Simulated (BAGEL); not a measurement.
# AlBrF (SMILES [F][Al][Br]) at UHF/STO-3G (density fitting with qzvpp-jkfit)

What is the vertical ionisation energy of AlBrF at UHF/STO-3G (density fitting with qzvpp-jkfit)? 

The calculation is run with BAGEL 1.2.2.

9 further runs of the same task are left out: 1 for a known fault of the program, 5 that didn't finish, 3 set aside as unsound or not needed.

## (1) The molecule

AlBrF has 3 atoms, charge 0, and is taken as a doublet. SMILES: `[F][Al][Br]`. The coordinates come from a PBE0-D4/def2-TZVP relaxation.

Bond lengths: F1–Al2 1.648 Å, Al2–Br3 2.266 Å. Angles: F1–Al2–Br3 118.9°.

## (2) A single-point energy at UHF/STO-3G (density fitting with qzvpp-jkfit)

Contents of job.json:

```json
{ "bagel" : [

{
  "title" : "molecule",
  "basis" : "sto-3g",
  "df_basis" : "qzvpp-jkfit",
  "angstrom" : true,
  "geometry" : [
    { "atom" : "F", "xyz" : [   -1.120000,    1.016600,   -0.510500 ] },
    { "atom" : "Al", "xyz" : [   -0.440000,   -0.468200,   -0.288800 ] },
    { "atom" : "Br", "xyz" : [    1.549000,   -0.613200,    0.786200 ] }
  ]
},
{
  "title" : "uhf",
  "charge" : 0,
  "nopen" : 1
},
{
  "title" : "print",
  "file" : "orbitals.molden",
  "orbitals" : true
}

]}
```

Launch:

```sh
$ BAGEL_NUM_THREADS=1 BAGEL job.json > job.out
```

The log of the run:

```text
* using 1 threads per process

  ===============================================================
  ===============================================================

  *** Geometry ***

  { "atom" : "F", "xyz" : [     -2.116493,      1.921096,     -0.964705 ] },
  { "atom" : "Al", "xyz" : [     -0.831479,     -0.884770,     -0.545753 ] },
  { "atom" : "Br", "xyz" : [      2.927186,     -1.158780,      1.485703 ] },

  Number of auxiliary basis functions:      471

  Since a DF basis is specified, we compute 2- and 3-index integrals:
    o Being stored without compression. Storage requirement is 0.004 GB

  Number of basis functions:       32
  Number of electrons      :       57

    * METHOD: MOLECULE                             0.15

  *** Open-shell HF ***

  === Nuclear Repulsion ===
   193.0809175193

      * DIIS with orbital gradients will be used.

  === UHF iteration (sto-3g) ===
      0      -2881.68402308          0.02571946           0.05
      1      -2881.77383400          0.00776221           0.05
      2      -2881.78171006          0.00219167           0.05
      3      -2881.78280690          0.00079823           0.05
      4      -2881.78323874          0.00010509           0.05
      5      -2881.78325189          0.00003926           0.05
      6      -2881.78325430          0.00001398           0.05
      7      -2881.78325458          0.00000431           0.05
      8      -2881.78325459          0.00000137           0.05
      9      -2881.78325459          0.00000051           0.05
     10      -2881.78325459          0.00000021           0.05
     11      -2881.78325459          0.00000007           0.05
     12      -2881.78325459          0.00000003           0.05
     13      -2881.78325459          0.00000001           0.05
     14      -2881.78325459          0.00000000           0.05
    * SCF iteration converged.

    * S^2 (UHF) is 0.7563

    * Permanent dipole moment:
           (    1.114410,     0.582263,     0.669721) a.u.

    * METHOD: UHF                                  0.84

    * METHOD: PRINT                                0.00

  ===============================================================
```

Run time: 1.1 s. Hardware: 1 thread of Arm Neoverse V1, shared host; peak memory 0.081 GiB.

## (3) The singlet cation

Contents of input.json:

```json
{ "bagel": [

{
  "title": "molecule",
  "basis": "sto-3g",
  "df_basis": "qzvpp-jkfit",
  "angstrom": true,
  "geometry": [
    { "atom": "F", "xyz": [      -1.120000,       1.016600,      -0.510500 ] },
    { "atom": "Al", "xyz": [      -0.440000,      -0.468200,      -0.288800 ] },
    { "atom": "Br", "xyz": [       1.549000,      -0.613200,       0.786200 ] }
  ]
},

{ "title": "hf", "charge": 1 },

{ "title": "print", "file": "orbitals.molden", "orbitals": true }

]}
```

Launch:

```sh
$ BAGEL_NUM_THREADS=1 BAGEL input.json > input.out
```

The log of the run:

```text
* using 1 threads per process

  ===============================================================
  ===============================================================

  *** Geometry ***

  { "atom" : "F", "xyz" : [     -2.116493,      1.921096,     -0.964705 ] },
  { "atom" : "Al", "xyz" : [     -0.831479,     -0.884770,     -0.545753 ] },
  { "atom" : "Br", "xyz" : [      2.927186,     -1.158780,      1.485703 ] },

  Number of auxiliary basis functions:      471

  Since a DF basis is specified, we compute 2- and 3-index integrals:
    o Being stored without compression. Storage requirement is 0.004 GB

  Number of basis functions:       32
  Number of electrons      :       57

    * METHOD: MOLECULE                             0.15

  *** RHF ***

  === Nuclear Repulsion ===
   193.0809175193

      * DIIS with orbital gradients will be used.

  === RHF iteration (sto-3g) ===
      0      -2881.44896654          0.01761052           0.03
      1      -2881.57047103          0.00857909           0.03
      2      -2881.59160054          0.00092213           0.03
      3      -2881.59208973          0.00030951           0.03
      4      -2881.59217586          0.00008623           0.03
      5      -2881.59218517          0.00002216           0.02
      6      -2881.59218591          0.00000791           0.03
      7      -2881.59218602          0.00000310           0.02
      8      -2881.59218604          0.00000102           0.03
      9      -2881.59218604          0.00000034           0.03
     10      -2881.59218604          0.00000011           0.02
     11      -2881.59218604          0.00000004           0.03
     12      -2881.59218604          0.00000001           0.03
     13      -2881.59218604          0.00000001           0.03
    * SCF iteration converged.

    * Permanent dipole moment:
           (    2.351841,     1.136463,     1.403992) a.u.

    * METHOD: HF                                   0.46

    * METHOD: PRINT                                0.00

  ===============================================================
```

Wall time 0.74 s (1 thread of Arm Neoverse V1, shared host); peak memory 0.081 GiB.

## (4) Outcome

Level: UHF/STO-3G (density fitting with qzvpp-jkfit).

| quantity | value |
| --- | --- |
| doublet AlBrF: total energy | -2881.78325 Eh |
| doublet AlBrF: dipole moment | 3.62 D |
| doublet AlBrF: ⟨S²⟩ | 0.756 |
| singlet cation: total energy | -2881.59219 Eh |
| singlet cation: HOMO energy | -14.98 eV |
| singlet cation: LUMO energy | -4.67 eV |
| singlet cation: HOMO–LUMO gap | 10.31 eV |
| vertical ionisation energy (to the singlet cation) | 5.199 eV |

What this shows: The vertical ionisation energy comes to 5.20 eV (502 kJ/mol). Only the singlet of the ionised species was computed; a triplet could lie lower. In a minimal basis such a difference can be off by several eV, whatever the method.
